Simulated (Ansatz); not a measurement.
I need a relaxation of cell and ions of SrTl, space group Pm-3m. Use Ansatz's Python interface. Use: r2SCAN, PAW, the default cutoff (500 eV here), 6×6×6 k-points, Fermi-Dirac smearing of 0.1 eV.

```yaml
crystal:
  lattice:
    - [4.03200, 0.00000, 0.00000]
    - [0.00000, 4.03200, 0.00000]
    - [0.00000, 0.00000, 4.03200]
  atoms:
    - { symbol: Sr, position: [0.00000, 0.00000, 0.00000] }
    - { symbol: Tl, position: [0.50000, 0.50000, 0.50000] }
```

`srtl_vcrelax.py`:
```python
'''Relax cell and ions of SrTl.'''

import ansatz as az
from ase import Atoms
from ase.neighborlist import neighbor_list
import numpy as np

def edges_and_angles(cell):
    cell = np.asarray(cell)
    a, b, c = np.linalg.norm(cell, axis=1)
    cosines = cell[1] @ cell[2] / (b * c), cell[0] @ cell[2] / (a * c), cell[0] @ cell[1] / (a * b)
    return (a, b, c, *np.degrees(np.arccos(cosines)))


def main() -> None:
    xtal = (
        az.Lattice.cubic(4.032)
        .space_group(221)
        .atom('Sr', (0.0, 0.0, 0.0))
        .atom('Tl', (0.5, 0.5, 0.5))
    )

    # only the volume may change
    calc = (
        xtal.calculation()
        .functional(az.Functional.R2SCAN)
        .kpoints(mesh=(6, 6, 6))
        .occupations('fermi_dirac', width=100 * az.meV)
        .relax(force_tolerance=0.05, fix_cell=['shape'])  # relax until the tolerances are met
    )
    steps = []


    def follow(event):
        if event['event'] != 'relax_step':
            return
        row = event['data']
        steps.append(row)
        print(f'step {row["step"]:3d}  E = {row["lagrangian_ev"]:.5f} eV  largest force component = {row["allowed_force_max_ev_ang"]:.4f} eV/A  P = {row["pressure_gpa"]:.3f} GPa')


    outcome = calc.session().plan(threads=1).execute(on_event=follow)
    summary = outcome.report

    first, last = steps[0], steps[-1]
    symbols = [site.symbol for site in outcome.lattice.sites]
    print(f'energy gained {first["lagrangian_ev"] - last["lagrangian_ev"]:.4f} eV in {len(steps) - 1} steps')
    for label, vectors in (('before', first['cell_ang']), ('after', outcome.lattice.cell_ang)):
        print(label, 'a b c (A) {:.4f} {:.4f} {:.4f}  angles {:.2f} {:.2f} {:.2f}'.format(*edges_and_angles(vectors)), f' V = {abs(np.linalg.det(vectors)):.3f} A^3')
    print('final stress xx yy zz (GPa, compression positive):', np.round(np.diag(summary['stress_gpa']), 3) + 0.0)

    change = np.array(last['positions_ang']) @ np.linalg.inv(last['cell_ang']) - np.array(first['positions_ang']) @ np.linalg.inv(first['cell_ang'])
    moved = np.linalg.norm(change @ np.array(last['cell_ang']), axis=1)
    print('displacement within the cell, strain taken out (A):', ' '.join(f'{s}:{d:.3f}' for s, d in zip(symbols, moved)))

    final = Atoms(symbols, positions=last['positions_ang'], cell=outcome.lattice.cell_ang, pbc=True)
    i, j, d = neighbor_list('ijd', final, 4.5)
    print('neighbours within 1.1 times the shortest distance of each atom (A)')
    for atom in range(len(final)):
        near = [m for m in np.argsort(d) if i[m] == atom]
        shell = [m for m in near if d[m] < 1.1 * d[near[0]]]
        print(f'{symbols[atom]}{atom} ({len(shell)}):', ', '.join(f'{symbols[j[m]]} {d[m]:.3f}' for m in shell))

    energy = summary['free_energy_ev']
    print('SrTl: {:.6f} eV = {:.6f} Ry = {:.6f} Ha'.format(energy, energy / 13.605693, energy / 27.211386))
    print('Fermi level {:.4f} eV, {} k-points, {} symmetry operations'.format(summary['fermi_energy_ev'], summary['n_kpoints'], summary['n_symmetry_ops']))


if __name__ == '__main__':
    main()
```

```console
$ python srtl_vcrelax.py
DeckWarning: basis.ecutwfc = 500 eV, auto-derived from the records' recommended cutoffs: set by Sr (their level for a meta-GGA)
step   1  E = -15014.76565 eV  largest force component = 0.0000 eV/A  P = 0.949 GPa
step   2  E = -15014.77092 eV  largest force component = 0.0000 eV/A  P = 0.169 GPa
step   3  E = -15014.77109 eV  largest force component = 0.0000 eV/A  P = 0.008 GPa
step   4  E = -15014.77123 eV  largest force component = 0.0000 eV/A  P = 0.010 GPa
energy gained 0.0056 eV in 3 steps
before a b c (A) 4.0320 4.0320 4.0320  angles 90.00 90.00 90.00  V = 65.548 A^3
after a b c (A) 4.0709 4.0709 4.0709  angles 90.00 90.00 90.00  V = 67.462 A^3
final stress xx yy zz (GPa, compression positive): [0.01 0.01 0.01]
displacement within the cell, strain taken out (A): Sr:0.000 Tl:0.000
neighbours within 1.1 times the shortest distance of each atom (A)
Sr0 (8): Tl 3.525, Tl 3.525, Tl 3.525, Tl 3.525, Tl 3.525, Tl 3.525, Tl 3.525, Tl 3.525
Tl1 (8): Sr 3.525, Sr 3.525, Sr 3.525, Sr 3.525, Sr 3.525, Sr 3.525, Sr 3.525, Sr 3.525
SrTl: -15014.771235 eV = -1103.565341 Ry = -551.782670 Ha
Fermi level 8.8413 eV, 20 k-points, 48 symmetry operations
```
(Warnings from the package without file and line.)

Caveats:
- Total energies depend on the potentials; only differences at equal settings carry meaning. A total without «per atom» is that of the cell as typed.
- Forces vanish by symmetry, so the ions can't move, and the end may be a saddle.
- The mesh is modest for a metal, so energies can be off by several to tens of meV an atom and pressures by half a GPa or more; differences at equal mesh fare better.
- Only differences from the Fermi energy are physical; the zero of the scale is a convention.
- Energies along a relaxation are free energies. Rows at an unchanged volume are solved on a plane-wave basis chosen afresh for that cell, so the energy jumps there and such rows are no steps of the walk.
- Spin-orbit coupling, which matters for elements this heavy, is left out.
- The starting cell is as deposited in a crystallographic database; the results hold for this polymorph, which needn't be the stable one.
- Hardware and time: 8.2 s on 1 thread of Intel(R) Xeon(R) Platinum 8488C (Sapphire Rapids), with other jobs on the host, peak memory 0.58 GiB.

(A comment or docstring line of the script was reworded after the run, the code is as it ran; lines on the test bed's own set-up are left out of the output.)
